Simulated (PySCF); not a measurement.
# CH7BO2SSi: the cost of one run

Programs: PySCF 2.14.0, with density-fitted response routines of our own. Each step states its level of theory. These are calculated values for one molecule in the gas phase, unless marked as measured. Atoms count from 0, in the outputs and in this text.

## 1. Starting geometry

13 atoms, charge 0, multiplicity 1; geometry from: PBE0-D3(BJ)/def2-SVP.

Bonds of the start (Å): C0–S1 1.82, S1–Si2 2.15, Si2–B3 2.04, B3–O4 1.36, B3–O5 1.36, C0–H6 1.10, C0–H7 1.10, C0–H8 1.10, Si2–H9 1.50, Si2–H10 1.50, O4–H11 0.96, O5–H12 0.97.

## 2. Nuclear shieldings: PBE0/6-31G*

The job: settings as JSON, then the geometry in Å.

```
{"job": {"kind": "nmr", "xc": "PBE0", "basis": "6-31G*", "pop": true}, "charge": 0, "multiplicity": 1}
C      2.197078    -0.442781    -0.176421
S      1.496980     0.846531     0.908547
Si    -0.273964     1.336125    -0.211806
B     -1.461248    -0.314641    -0.328187
O     -2.679139    -0.441439     0.269081
O     -0.964015    -1.391025    -0.993289
H      2.590758    -0.004062    -1.104407
H      3.025331    -0.904986     0.377097
H      1.449749    -1.210922    -0.418558
H      0.083136     1.881535    -1.561976
H     -0.927782     2.427941     0.579985
H     -2.964102     0.346997     0.739260
H     -1.566006    -2.146479    -0.942707
```

With the program's defaults for keys left out, this is: GIAO PBE0/6-31G* NMR shielding, non-relativistic, gas phase.

Command:

```console
$ OMP_NUM_THREADS=1 python probes_run.py task.json out
```

One launch serves the whole session: the jobs run in the order shown.

Q: Estimate the wall time and peak memory of this first job on 1 thread of Arm Neoverse V2, shared host.

About 9.3 s, with a peak of 0.59 GiB.
